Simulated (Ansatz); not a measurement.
# CH₄ClFO₃W: a ladder of functionals and wavefunction methods

The task here is to estimate one member of a computed series from the others.

Program: Ansatz 0.2.0, Gaussian basis. Level of theory: functionals in def2-TZVPP, the program's frozen cores in correlated methods. These are calculated values, not measurements.

Levels to be run: LDA (SPW92), PBE-D4, revPBE-D4, BLYP-D4, r2SCAN-D4, B97M-V, PBE0-D4, B3LYP-D4, r2SCANh-D4, r2SCAN0-D4, HSE06-D4, BHLYP-D4, CAM-B3LYP-D4, LC-ωPBE, ωB97X-V, ωB97M-V, B2PLYP, PBE-QIDH; CCSD(T)/def2-SVP; MP2/def2-TZVPP; MP2/def2-QZVPP; RPA on PBE.

## Structure used throughout

All runs share one geometry, relaxed beforehand with PBE0-D4 in a triple-zeta def2 set. W takes the def2 core potential; no spin-orbit term is included.

SMILES `C[O][W](=[O])([OH])([F])[Cl]`, 11 atoms, charge 0, spin multiplicity 1.

Atoms are counted from 1 here; the program's logs count them from 0.

Bond lengths: C1–O2 1.400 Å, C1–H8 1.095 Å, C1–H9 1.094 Å, C1–H10 1.091 Å, O2–W3 1.842 Å, W3–O4 1.684 Å, W3–O5 1.905 Å, W3–F6 1.883 Å, W3–Cl7 2.305 Å, O5–H11 0.962 Å. Angles: O2–C1–H8 109.5°, O2–C1–H9 109.5°, O2–C1–H10 108.9°, H8–C1–H9 109.5°, H8–C1–H10 109.6°, H9–C1–H10 109.8°, C1–O2–W3 139.0°, O2–W3–O4 101.2°, O2–W3–O5 85.5°, O2–W3–F6 158.1°, O2–W3–Cl7 90.4°, O4–W3–O5 112.3°, O4–W3–F6 100.3°, O4–W3–Cl7 111.2°, O5–W3–F6 82.6°, O5–W3–Cl7 136.3°, F6–W3–Cl7 85.6°, W3–O5–H11 116.0°.

As a file:

| atom | x (Å) | y (Å) | z (Å) |
| --- | --- | --- | --- |
| C1 | 0.3583 | -1.8379 | -0.2112 |
| O2 | -0.4348 | -0.8178 | 0.3275 |
| W3 | -0.4080 | 1.0153 | 0.5061 |
| O4 | -1.9617 | 1.3090 | 1.0848 |
| O5 | -0.3263 | 1.0478 | -1.3972 |
| F6 | 0.2234 | 2.7794 | 0.3219 |
| Cl7 | 1.1059 | 0.8410 | 2.2361 |
| H8 | 1.2733 | -1.9401 | 0.3805 |
| H9 | 0.6180 | -1.5904 | -1.2449 |
| H10 | -0.2018 | -2.7734 | -0.1840 |
| H11 | -0.1809 | 1.9101 | -1.7989 |

The first run:

Contents of in.yaml:

```yaml
crystal:
  periodic: [false, false, false]
  atoms:
    - {symbol: C, position_ang: [0.358271, -1.837942, -0.211216]}
    - {symbol: O, position_ang: [-0.434826, -0.817768, 0.327521]}
    - {symbol: W, position_ang: [-0.407978, 1.015285, 0.506077]}
    - {symbol: O, position_ang: [-1.961689, 1.308977, 1.084755]}
    - {symbol: O, position_ang: [-0.326340, 1.047813, -1.397227]}
    - {symbol: F, position_ang: [0.223448, 2.779354, 0.321910]}
    - {symbol: Cl, position_ang: [1.105858, 0.841018, 2.236063]}
    - {symbol: H, position_ang: [1.273325, -1.940055, 0.380545]}
    - {symbol: H, position_ang: [0.617984, -1.590364, -1.244854]}
    - {symbol: H, position_ang: [-0.201764, -2.773359, -0.184048]}
    - {symbol: H, position_ang: [-0.180889, 1.910140, -1.798924]}
basis:
  gaussian: {orbitals: def2-TZVPP}
hamiltonian: {xc: lda}
output: {orbitals: {seedname: orbitals}}
```

Run with:

```bash
$ ansatz run in.yaml --threads 4 --pin off --events-out ev --progress --plain --max-ram 11315MiB
```

Steps of the session up to this table: LDA; PBE-D4 (GGA); revPBE-D4 (GGA); BLYP-D4 (GGA); r2SCAN-D4 (meta-GGA); B97M-V (meta-GGA); PBE0-D4 (hybrid); B3LYP-D4 (hybrid); r2SCANh-D4 (hybrid); r2SCAN0-D4 (hybrid); HSE06-D4 (hybrid); BHLYP-D4 (hybrid); CAM-B3LYP-D4 (range-separated); LC-ωPBE (range-separated); ωB97X-V (range-separated); ωB97M-V (range-separated); B2PLYP (double hybrid); PBE-QIDH (double hybrid).

One table of the session follows, with a row left open; its other results are not shown here.

It belongs to the step «Frontier levels by functional». 

| functional | HOMO (eV) | LUMO (eV) | gap (eV) |
| --- | --- | --- | --- |
| LDA (SPW92) | -7.81 | -4.05 | 3.76 |
| PBE-D4 | -7.62 | -3.81 | 3.81 |
| revPBE-D4 | ? | ? | ? |
| BLYP-D4 | -7.49 | -3.72 | 3.77 |
| r2SCAN-D4 | -7.99 | -3.80 | 4.19 |
| B97M-V | -8.09 | -3.78 | 4.31 |
| PBE0-D4 | -9.10 | -3.12 | 5.98 |
| B3LYP-D4 | -8.84 | -3.34 | 5.50 |
| r2SCANh-D4 | -8.54 | -3.53 | 5.01 |
| r2SCAN0-D4 | -9.36 | -3.10 | 6.25 |
| HSE06-D4 | -8.70 | -3.50 | 5.20 |
| BHLYP-D4 | -10.47 | -2.25 | 8.22 |
| CAM-B3LYP-D4 | -10.49 | -2.05 | 8.44 |
| LC-ωPBE | -11.87 | -0.87 | 10.99 |
| ωB97X-V | -11.51 | -0.96 | 10.55 |
| ωB97M-V | -11.38 | -0.99 | 10.39 |

**Question.** Estimate the row for revPBE-D4.

The run gave: HOMO (eV): -7.55; LUMO (eV): -3.72; gap (eV): 3.83. In the column «HOMO (eV)» it lies between PBE-D4 (-7.62) and BLYP-D4 (-7.49).
